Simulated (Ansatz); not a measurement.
# AlClH₄O₂Si: how energies converge with the basis set

One table from this session's results is given with a row withheld; the runs are named, their logs left out.

Computed with Ansatz 0.2.0, Gaussian basis. Level: one geometry, several basis sets.

The runs, in order: PBE0-D4/def2-SVP; ωB97M-V/def2-SVP; PBE0-D4/def2-QZVPP; ωB97M-V/def2-QZVPP; the functionals' def2-TZVPP values are taken from earlier runs.

## Structure used throughout

The geometry comes from an earlier relaxation with PBE0-D4 in a triple-zeta def2 set; it is a stationary point, not always the lowest conformer.

SMILES `[OH][Al]([Cl])[O][SiH3]`, 9 atoms, charge 0, spin multiplicity 1.

Atoms are counted from 1 here; the program's logs count them from 0.

Bond lengths: O1–Al2 1.680 Å, O1–H6 0.956 Å, Al2–Cl3 2.076 Å, Al2–O4 1.671 Å, O4–Si5 1.629 Å, Si5–H7 1.486 Å, Si5–H8 1.486 Å, Si5–H9 1.486 Å. Angles: Al2–O1–H6 122.8°, O1–Al2–Cl3 117.7°, O1–Al2–O4 122.2°, Cl3–Al2–O4 120.2°, Al2–O4–Si5 162.1°, O4–Si5–H7 109.3°, O4–Si5–H8 109.9°, O4–Si5–H9 110.5°, H7–Si5–H8 109.0°, H7–Si5–H9 109.0°, H8–Si5–H9 109.1°.

The first run:

Input file in.yaml:

```yaml
crystal:
  periodic: [false, false, false]
  atoms:
    - {symbol: O, position_ang: [2.471801, 1.368308, -0.149808]}
    - {symbol: Al, position_ang: [1.474385, 0.110279, 0.345635]}
    - {symbol: Cl, position_ang: [2.313785, -1.379095, 1.524011]}
    - {symbol: O, position_ang: [-0.139633, 0.034736, -0.079818]}
    - {symbol: Si, position_ang: [-1.686982, -0.457173, -0.208267]}
    - {symbol: H, position_ang: [2.161480, 2.091812, -0.692148]}
    - {symbol: H, position_ang: [-2.535048, 0.692893, -0.616201]}
    - {symbol: H, position_ang: [-1.795078, -1.527035, -1.234351]}
    - {symbol: H, position_ang: [-2.176210, -0.981123, 1.093948]}
basis:
  gaussian: {orbitals: def2-SVP}
hamiltonian: {xc: pbe0, dispersion: d4}
output: {orbitals: {seedname: orbitals}}
```

Launch:

```sh
> ansatz run in.yaml --threads 4 --pin off --events-out ev --progress --plain --max-ram 10444MiB
```

Among the steps run: PBE0-D4 in def2-SVP; ωB97M-V in def2-SVP; PBE0-D4 in def2-QZVPP; ωB97M-V in def2-QZVPP.

One table of the session follows, with a row left open; its other results are not shown here.

```
functional       basis  HOMO (eV)
   PBE0-D4    def2-SVP      -8.77
   PBE0-D4  def2-TZVPP      -8.90
   PBE0-D4  def2-QZVPP          ?
   ωB97M-V    def2-SVP     -11.02
   ωB97M-V  def2-TZVPP     -11.19
   ωB97M-V  def2-QZVPP     -11.22
```

**Question.** Estimate the row for PBE0-D4, def2-QZVPP.

As computed: HOMO (eV): -8.92. In the column «HOMO (eV)» it lies between ωB97M-V, def2-SVP (-11.02) and PBE0-D4, def2-TZVPP (-8.90).
